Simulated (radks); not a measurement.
# Shell filling in a jellium sphere with rs = 5.25 bohr, N = 1 to 9

Aim: add electrons one at a time to a jellium sphere with rs = 5.25 bohr, try the lowest free levels for each, keep the configuration of least energy, and see where shells close. The background charge grows with the count, so each cluster is neutral; its cation and anion are computed too.

Program: radks, version 2. Model: non-relativistic spin-polarised Kohn-Sham, LDA (Slater exchange, Perdew-Wang correlation), spherically averaged shells. All values are calculated.

## (1) The system

| Property | Result |
| --- | --- |
| well | a jellium sphere with rs = 5.25 bohr |
| functional | LDA (Slater exchange, Perdew-Wang correlation) |
| levels | named by radial order: 1s, 1p, 1d, 2s, 1f and so on |
| units | hartree and bohr; summary energies in eV |
| configuration carried in | none |

Further steps of the session: Electron number 1; N = 2; N = 3; N = 4; 5 electrons; 6 electrons; N = 7; 8 electrons; 9 electrons.

**Question.** What will these runs give? Wanted: closed shells at N; largest second difference; most unpaired electrons; ionisation energies; polarisability at N = 2; configuration at N = 9.

As calculated:

| quantity | value |
| --- | --- |
| closed shells at N | 2 and 8 |
| largest second difference | 0.733 eV at N = 8 (of N = 2 to 8) |
| most unpaired electrons | 3 at N = 5 |
| ionisation energies | 2.98 to 4.26 eV |
| polarisability at N = 2 | 416.3 bohr³ |
| configuration at N = 9 | 1s2 1p6 1d(up 1, down 0) |

**Reading.** All occupied shells are full at N = 2 and 8; the largest second difference falls on N = 8. The largest moment in range is 3, first at N = 5: exchange favours parallel spins in open shells. The polarisability at N = 2 is 1.44 times the classical R³, since electrons spill past the background. The anion gave no bound, converged state at N = 2, 3, 4, 5, 8 and 9; semilocal functionals bind extra electrons too weakly, through self-interaction. The ions keep the filling of the neutral cluster, less or plus one electron, without a search of their own. The model keeps every shell spherical, so real clusters and dots, which can deform, may order levels otherwise.
